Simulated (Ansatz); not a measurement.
# Eu3Mg: the cost of one run

Computed with Ansatz 0.2.0 (DFT, LDA, PAW with Ansatz's default frozen-core files, scalar-relativistic, unless a step's input says otherwise).

### Step 1. The starting structure

The structure is cubic, space group Pm-3m (No. 221). The conventional cell has a = 5.299 Å, b = 5.299 Å, c = 5.299 Å, α = 90.00°, β = 90.00°, γ = 90.00°. Around Eu (site symmetry 4/mmm) lie 8 Eu at 3.75 Å and 4 Mg at 3.75 Å. Mg (site symmetry m-3m) is surrounded by 12 Eu at 3.75 Å.

Coordinates:

```cif
data_structure
_symmetry_space_group_name_H-M 'P 1'
_symmetry_Int_Tables_number 1
_cell_length_a 5.2991
_cell_length_b 5.2991
_cell_length_c 5.2991
_cell_angle_alpha 90.000
_cell_angle_beta 90.000
_cell_angle_gamma 90.000
_cell_volume 148.80
loop_
_atom_site_label
_atom_site_type_symbol
_atom_site_fract_x
_atom_site_fract_y
_atom_site_fract_z
_atom_site_occupancy
Eu1 Eu 0.50000 0.50000 0.00000 1
Eu2 Eu 0.50000 0.00000 0.50000 1
Eu3 Eu 0.00000 0.50000 0.50000 1
Mg1 Mg 0.00000 0.00000 0.00000 1
```

Atoms are numbered in the order of the input: Eu1, Eu2, Eu3, Mg4.

### Step 2. Free moments from the typed start, PAW

Contents of input.yaml:

```yaml
crystal:
  lattice:
    - [5.2990734033, 0.0, 0.0]
    - [0.0, 5.2990734033, 0.0]
    - [0.0, 0.0, 5.2990734033]
  atoms:
    - { symbol: Eu, position: [0.5, 0.5, 0.0], spin: 7.0 }
    - { symbol: Eu, position: [0.5, 0.0, 0.5], spin: 7.0 }
    - { symbol: Eu, position: [0.0, 0.5, 0.5], spin: 7.0 }
    - { symbol: Mg, position: [0.0, 0.0, 0.0] }
magnetization:
  spin_polarized: true
kpoints:
  mp_grid: { grid: [5, 5, 5] }
scf:
  occupations: { method: fermi_dirac, width: 0.05 }
hamiltonian:
  xc: lda
  pseudopotentials: { kind: paw }
output:
  forces: true
  stress: true
  eigenvalues: true
  populations: true
```

Command:

```sh
ansatz run input.yaml --threads 2 --pin off --max-ram 6144MiB --backend cpu --events-out ev --progress --plain --runs-dir out
```

What time and memory should one allow on 2 threads of Arm Neoverse V1, shared host?

About 11 s, with a peak of 0.52 GiB.
